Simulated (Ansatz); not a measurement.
Task: a search for lower mean-field states of BrCl, with Ansatz 0.2.0 through its Python package. Give the script and its output. Settings (for the species named): B3LYP, def2-SVP basis, multiplicity 1.

```yaml
atoms:
  - { symbol: Br, position_ang: [0.0000, 0.0000, 0.0000] }
  - { symbol: Cl, position_ang: [0.0000, 0.0000, 2.0850] }
```

`states_brcl.py`
```python
import ansatz as az
import numpy as np

GEOMETRY = """
Br    0.00000    0.00000    0.00000
Cl    0.00000    0.00000    2.08500
"""


def main() -> None:
    system = az.Crystal.molecule()
    for line in GEOMETRY.strip().splitlines():
        symbol, *xyz = line.split()
        system = system.atom(symbol, [float(v) for v in xyz])
    symbols = [site.symbol for site in system.cartesian_sites]

    start = np.array([site.position_ang for site in system.cartesian_sites])
    for factor in [1.0, 1.25, 1.6]:
        xyz = (start - start.mean(axis=0)) * factor
        scaled = az.Crystal.molecule()
        for symbol, place in zip(symbols, xyz):
            scaled = scaled.atom(symbol, place.tolist())
        calculation = (
            scaled.calculation()
            .basis(gaussian="def2-SVP")
            .functional("B3LYP")
            .spin("collinear")
        )
        for search in ("off", "standard"):
            try:
                r = calculation.scf(lower_state_search=search).run(threads=1, pin="off").report
            except az.AnsatzError as error:
                print(f"x{factor} search {search}: {type(error).__name__}")
                continue
            state = r["mean_field"]["state"]
            print(f"all distances x{factor}, search {search:8s} E = {r['free_energy_ev']:.5f} eV  <S^2> = {abs(state['spin_squared']):.3f}  other states met: {len(r['mean_field']['others'])}")


if __name__ == "__main__":
    main()
```

Output of `python states_brcl.py`:
```text
all distances x1.0, search off      E = -82556.83562 eV  <S^2> = 0.000  other states met: 0
all distances x1.0, search standard E = -82556.83562 eV  <S^2> = 0.000  other states met: 0
all distances x1.25, search off      E = -82556.22239 eV  <S^2> = 0.000  other states met: 0
all distances x1.25, search standard E = -82556.22239 eV  <S^2> = 0.000  other states met: 2
all distances x1.6, search off      E = -82554.47172 eV  <S^2> = 0.000  other states met: 0
all distances x1.6, search standard E = -82554.99741 eV  <S^2> = 0.901  other states met: 22
```

What to keep in mind:
- The settings weren't tested for convergence.
- The count of other states can hold repeated and symmetry-equivalent ends of the search; scaling all distances is a test, and for more than two atoms no physical path.
- The expectation value of S² is noticeably off S(S+1) in at least one run, so that state is spin-contaminated.
- b3lyp holds the VWN-RPA fit, as in Gaussian; the form of ORCA and Turbomole is b3lyp5.
- The spin state was assumed, and another may lie lower.
- Wall time of the script: 20 s on 1 thread of Arm Neoverse V2, on a shared host, peak memory 0.21 GiB.

(Lines on the test bed's own set-up are left out of the output.)
